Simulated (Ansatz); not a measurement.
**GdMg: two electronic states of one cell**

An SCF can end in more than one state. Here GdMg, a crystal from a database, its volume scaled a little, is run from each state found earlier: which lies lowest, and what else changes?

Program: Ansatz 0.2.0. Level of theory: DFT, r2SCAN, plane waves, PAW. These are calculated values, not measurements.

### Step 1. The structure

Symmetry: Pm-3m, No. 221, cubic system. Conventional cell: a = 3.833 Å, b = 3.833 Å, c = 3.833 Å, α = 90.00°, β = 90.00°, γ = 90.00°. Mg (site symmetry m-3m) is surrounded by 8 Gd at 3.32 Å. Gd (site symmetry m-3m) is surrounded by 8 Mg at 3.32 Å.

As a file:

```
CELL_PARAMETERS angstrom
7.66591 0.00000 0.00000
0.00000 3.83295 0.00000
0.00000 0.00000 3.83295
ATOMIC_POSITIONS crystal
Mg 0.25000 0.50000 0.50000
Mg 0.75000 0.50000 0.50000
Gd 0.00000 0.00000 0.00000
Gd 0.50000 0.00000 0.00000
```

The states: A, Gd3 up, Gd4 up (collinear spin); B, Gd3 up, Gd4 down (collinear spin). Each run reads its own saved solution as saved_state.

### Step 2. State A: the run

The input, input.yaml:

```yaml
crystal:
  lattice:
    - [7.66590658, 0.0, 0.0]
    - [0.0, 3.83295329, 0.0]
    - [0.0, 0.0, 3.83295329]
  atoms:
    - { symbol: Mg, position: [0.25, 0.5, 0.5] }
    - { symbol: Mg, position: [0.75, 0.5, 0.5] }
    - { symbol: Gd, position: [0.0, 0.0, 0.0] }
    - { symbol: Gd, position: [0.5, 0.0, 0.0] }
kpoints:
  mp_grid: { grid: [3, 6, 6], shift: [0, 0, 0] }
  band_path:
    path:
      - [0.0, 0.0, 0.0]
      - [0.0, 0.5, 0.0]
      - [1.0, 0.5, 0.0]
      - [0.0, 0.0, 0.0]
      - [1.0, 0.5, 0.5]
      - [0.0, 0.5, 0.0]
      - [1.0, 0.5, 0.5]
      - [1.0, 0.5, 0.0]
    npoints: 20
magnetization:
  spin_polarized: true
scf:
  occupations: { method: fermi_dirac }
  lower_state_search: "off"
  max_iter: 200
hamiltonian:
  pseudopotentials: { kind: paw }
  xc: r2scan
basis:
  ecutwfc: 500
  fft_grid_basis: typed
output:
  forces: true
  stress: true
  eigenvalues: true
  bader: true
  populations: true
  elf: true
  write_potential: true
  volumetric_format: npy
  dos:
    e_range: [-12, 8]
    de: 0.05
    projected: { site_lists: { Gd: [Gd], Mg: [Mg] } }
  write_density: true
checkpoint:
  read: saved_state
```

Launch:

```
$ ansatz run input.yaml --threads 1 --pin off --max-ram 2560MiB --backend cpu --events-out ev --progress --plain --runs-dir out
```

The log of the run, shortened:

```text
Warning: RAYON_NUM_THREADS=1 ignored (pool sized by the plan → 1); use --threads N
Gd: projections on atomic orbitals take those of the free atom [Kr 4d10] 4f7 5s2 5p6 5d1 6s2, of charge +0.00 (hamiltonian.pseudopotentials.projection_atoms); the dataset's partial waves leave at most 2.5e-4 of an orbital's norm unspanned inside its sphere
[...]
Pseudopotentials: kind: paw
Pseudopotential: Mg, paw, valence charge 10, recommended cutoff 500 eV (meta_gga), Mg.paw.azcp
Pseudopotential: Gd, paw, valence charge 18, recommended cutoff 500 eV (meta_gga), Gd.paw.azcp
Functional definition: r2SCAN
[...]
Crystal: 4 atoms, lattice volume = 112.624 Å³
Basis set: ecut = 500 eV, 2787 PW (Γ), exchange–correlation on 240×120×120 points (64 copies of the dense FFT grid, shifted against one another)
Bands: 40, of which v1, the nominal top of the filled ones, is band 28 counted from 1 (27 counted from 0)
Symmetry: 32 space group operations
Space group: Pm-3m (ITA 221), of the structure as read, at distance tolerance 4.8e-5 Å
k-points: 20 of 108
[...]
SCF iter   1: F=-22545.716766 eV  HF=-22545.706952 eV  |F-HF|=9.81e-3  |Δ(HF+E_count)|=         —  Δρ=7.67e-4 (↑7.67e-4 ↓5.41e-4)  dr2=3.02e-4  dr2_τ=5.19e-4  dr2_m=3.12e-4  M=15.771 μB ∫|m|=15.794 μB  β_m=0.30  ethr=7.06e-7  ⟨swp⟩=3.2  Hψ=10175  notcnv=0
[...]
spin=Collinear: Kerker preconditioning applied to the charge; magnetization (m = ρ↑ − ρ↓) channel mixes plain (no charge-response kernel on spin).
[...]
SCF converged after 7 iterations
Magnetization: 15.7487 μB (35.8744 up, 20.1256 down)
Absolute magnetization: 15.7743 μB (∫|ρ↑−ρ↓|, with the PAW one-centre terms)
Spin contamination: 0.0637 ħ² per cell (⟨S²⟩ above its minimum at these occupations)
Per-site moments (μB) at R_I (Å): [(0.025038378845085835, 1.3692669047718962), (0.025038378845085835, 1.3692669047718962), (7.39600438534181, 1.3692669047718962), (7.39600438534181, 1.3692669047718962)]
Free energy (F): -22545.717902 eV
[...]
E sigma→0 (E₀):  -22545.676605 eV
Entropy (-TS):   -0.082594 eV (-20.649 meV/atom)
Fermi energy:    9.344224 eV
[...]
--- Forces (eV/Å), atoms counted from 1 ---
  atom   1  Mg     0.00000000     0.00000000     0.00000000
  atom   2  Mg    -0.00000000     0.00000000     0.00000000
  atom   3  Gd     0.00000000     0.00000000     0.00000000
  atom   4  Gd     0.00000000     0.00000000    -0.00000000
[...]
--- Stress (GPa, compression-positive) ---
        0.050428       0.000000       0.000000
       -0.000000       0.051161       0.000000
        0.000000       0.000000       0.051161
  P = ⅓ Tr σ = 0.0509 GPa (0.509 kbar)
--- Band table (eV; the first three rows and the last of 40) ---
[...]
--- Löwdin populations: 4 sites ---
  site symbol       q [e]    m [muB]
     0     Mg      8.9940    -0.0385
     1     Mg      8.9940    -0.0385
     2     Gd     18.6092     7.8171
     3     Gd     18.6092     7.8171
  spilling = 0.014173 (of n_electrons = 56.000000)
--- Bader charges: 4 sites ---
  site symbol  charge [e]  shift [e]    m [muB]
     0     Mg     -0.5934     0.0000     0.1735
     1     Mg     -0.5934     0.0000     0.1735
     2     Gd      0.5934     0.0000     7.7007
     3     Gd      0.5934     0.0000     7.7007
  estimated error of the sums over rays = 2.1e-4 e
```

It took 71 s on 1 thread of Intel Xeon Platinum 8375C at 2.90GHz (Ice Lake), shared host; peak memory 1.2 GiB.

### Step 3. What state A looks like

Counts of states in windows (eV from the Fermi level; tetrahedra), total and projected:

| from | to | total | up | down | Gd s | Gd d | Gd f | Mg s |
| --- | --- | --- | --- | --- | --- | --- | --- | --- |
| -6.0 | -5.0 | 14.22 | 14.20 | 0.03 | 0.13 | 0.01 | 13.97 | 0.09 |
| -5.0 | -4.0 | 0.65 | 0.39 | 0.26 | 0.31 | 0.05 | 0.01 | 0.26 |
| -4.0 | -3.0 | 1.36 | 0.81 | 0.55 | 0.43 | 0.33 | 0.00 | 0.55 |
| -3.0 | -2.0 | 1.96 | 0.91 | 1.05 | 0.22 | 0.89 | 0.00 | 0.77 |
| -2.0 | -1.0 | 2.04 | 1.56 | 0.48 | 0.42 | 1.28 | 0.01 | 0.17 |
| -1.0 | 0.0 | 3.79 | 2.07 | 1.72 | 0.34 | 2.71 | 0.05 | 0.11 |
| 0.0 | 1.0 | 3.02 | 1.21 | 1.81 | 0.06 | 2.09 | 0.27 | 0.06 |

The bands computed are complete only to about 1.4 eV above the Fermi level.

Gathered by element (positive charge: electrons given up): Löwdin charges also hold the electrons that the projection spills.

| element | atoms | Bader charge (e) | Bader volume (Å³) | Löwdin charge (e) | Bader moment, size (μB) |
| --- | --- | --- | --- | --- | --- |
| Mg | 2 | -0.59 | 27.8 | +1.01 | 0.17 |
| Gd | 2 | +0.59 | 28.5 | -0.61 | 7.70 |

The Löwdin projection spills 1.4 % of the electrons and depends on the orbitals chosen; where it disagrees with Bader's partition, neither is an observable.

The main site moments: Gd3 up, Gd4 up.

### Step 4. State B: the run

input.yaml: that of step 2 with these lines changed.

```diff
@@ -8,17 +8,6 @@
     - { symbol: Mg, position: [0.75, 0.5, 0.5] }
-    - { symbol: Gd, position: [0.0, 0.0, 0.0] }
-    - { symbol: Gd, position: [0.5, 0.0, 0.0] }
+    - { symbol: Gd, position: [0.0, 0.0, 0.0], spin: 7.0 }
+    - { symbol: Gd, position: [0.5, 0.0, 0.0], spin: -7.0 }
 kpoints:
   mp_grid: { grid: [3, 6, 6], shift: [0, 0, 0] }
-  band_path:
-    path:
-      - [0.0, 0.0, 0.0]
-      - [0.0, 0.5, 0.0]
-      - [1.0, 0.5, 0.0]
-      - [0.0, 0.0, 0.0]
-      - [1.0, 0.5, 0.5]
-      - [0.0, 0.5, 0.0]
-      - [1.0, 0.5, 0.5]
-      - [1.0, 0.5, 0.0]
-    npoints: 20
 magnetization:
```

Launch:

```
$ ansatz run input.yaml --threads 1 --pin off --max-ram 2560MiB --backend cpu --events-out ev --progress --plain --runs-dir out
```

The log of the run, shortened:

```text
Warning: RAYON_NUM_THREADS=1 ignored (pool sized by the plan → 1); use --threads N
Gd: projections on atomic orbitals take those of the free atom [Kr 4d10] 4f7 5s2 5p6 5d1 6s2, of charge +0.00 (hamiltonian.pseudopotentials.projection_atoms); the dataset's partial waves leave at most 2.5e-4 of an orbital's norm unspanned inside its sphere
[...]
[... 4 set-up lines as earlier in the session ...]
[...]
Crystal: 4 atoms, lattice volume = 112.624 Å³
Basis set: ecut = 500 eV, 2787 PW (Γ), exchange–correlation on 240×120×120 points (64 copies of the dense FFT grid, shifted against one another)
Bands: 42, of which v1, the nominal top of the filled ones, is band 28 counted from 1 (27 counted from 0)
Symmetry: 16 space group operations
[...]
  atom   1  Mg    -0.00000002    -0.00000000     0.00000000
  atom   2  Mg     0.00000002     0.00000000     0.00000000
  atom   3  Gd     0.00000000     0.00000000     0.00000000
  atom   4  Gd     0.00000000     0.00000000     0.00000000
[...]
--- Stress (GPa, compression-positive) ---
        0.465146      -0.000000       0.000000
       -0.000000      -0.310808       0.000000
        0.000000       0.000000      -0.310808
  P = ⅓ Tr σ = -0.0522 GPa (-0.522 kbar)
--- Band table (eV; the first three rows and the last of 40) ---
[...]
--- Löwdin populations: 4 sites ---
  site symbol       q [e]    m [muB]
     0     Mg      8.9834     0.0000
     1     Mg      8.9834     0.0000
     2     Gd     18.6116     7.8238
     3     Gd     18.6116    -7.8238
  spilling = 0.014465 (of n_electrons = 56.000000)
--- Bader charges: 4 sites ---
  site symbol  charge [e]  shift [e]    m [muB]
     0     Mg     -0.6086     0.0000    -0.0001
     1     Mg     -0.6086     0.0000     0.0001
     2     Gd      0.6086     0.0000     7.6706
     3     Gd      0.6086     0.0000    -7.6706
  estimated error of the sums over rays = 2.6e-4 e
```

Wall time 46 s (1 thread of Intel Xeon Platinum 8375C at 2.90GHz (Ice Lake), shared host); peak memory 0.8 GiB.

### Step 5. State B: levels and charges

Counts of states in windows (eV from the Fermi level; tetrahedra), total and projected:

| from | to | total | up | down | Gd s | Gd d | Gd f | Mg s |
| --- | --- | --- | --- | --- | --- | --- | --- | --- |
| -6.0 | -5.0 | 14.24 | 7.12 | 7.12 | 0.14 | 0.01 | 13.97 | 0.10 |
| -5.0 | -4.0 | 0.58 | 0.29 | 0.29 | 0.28 | 0.04 | 0.00 | 0.23 |
| -4.0 | -3.0 | 1.28 | 0.64 | 0.64 | 0.41 | 0.28 | 0.00 | 0.54 |
| -3.0 | -2.0 | 2.05 | 1.03 | 1.03 | 0.25 | 0.95 | 0.00 | 0.76 |
| -2.0 | -1.0 | 2.10 | 1.05 | 1.05 | 0.49 | 1.22 | 0.01 | 0.20 |
| -1.0 | 0.0 | 3.70 | 1.85 | 1.85 | 0.27 | 2.75 | 0.05 | 0.08 |
| 0.0 | 1.0 | 2.50 | 1.25 | 1.25 | 0.05 | 1.77 | 0.13 | 0.07 |
| 1.0 | 2.0 | 16.96 | 8.48 | 8.48 | 0.30 | 3.00 | 13.10 | 0.09 |

The bands computed are complete only to about 3.1 eV above the Fermi level.

Gathered by element (positive charge: electrons given up): Löwdin charges also hold the electrons that the projection spills.

| element | atoms | Bader charge (e) | Bader volume (Å³) | Löwdin charge (e) | Bader moment, size (μB) |
| --- | --- | --- | --- | --- | --- |
| Mg | 2 | -0.61 | 27.9 | +1.02 | 0.00 |
| Gd | 2 | +0.61 | 28.4 | -0.61 | 7.67 |

Löwdin charges rest on a small set of atomic orbitals that misses 1.4 % of the electrons, so they need not add up to the cell's charge and can differ from Bader's even in sign.

The main site moments: Gd3 up, Gd4 down.

### Step 6. Comparison

| state | free energy (meV/atom) | largest site moment (μB) | size of the net moment (μB/cell) | gap (eV) | pressure (GPa) | largest force (eV/Å) | SCF cycles |
| --- | --- | --- | --- | --- | --- | --- | --- |
| A | 0.0 | 7.40 | 15.75 | metal | 0.1 | 0.00 | 7 |
| B | 3.1 | 7.39 | 0.00 | metal | -0.1 | 0.00 | 9 |

State A lies lowest, 3.1 meV per atom under state B. Every run converged, so convergence alone does not show that a state is the lowest.

Caveats: an open f shell without a U or exact exchange, whose levels then sit too near the Fermi level.
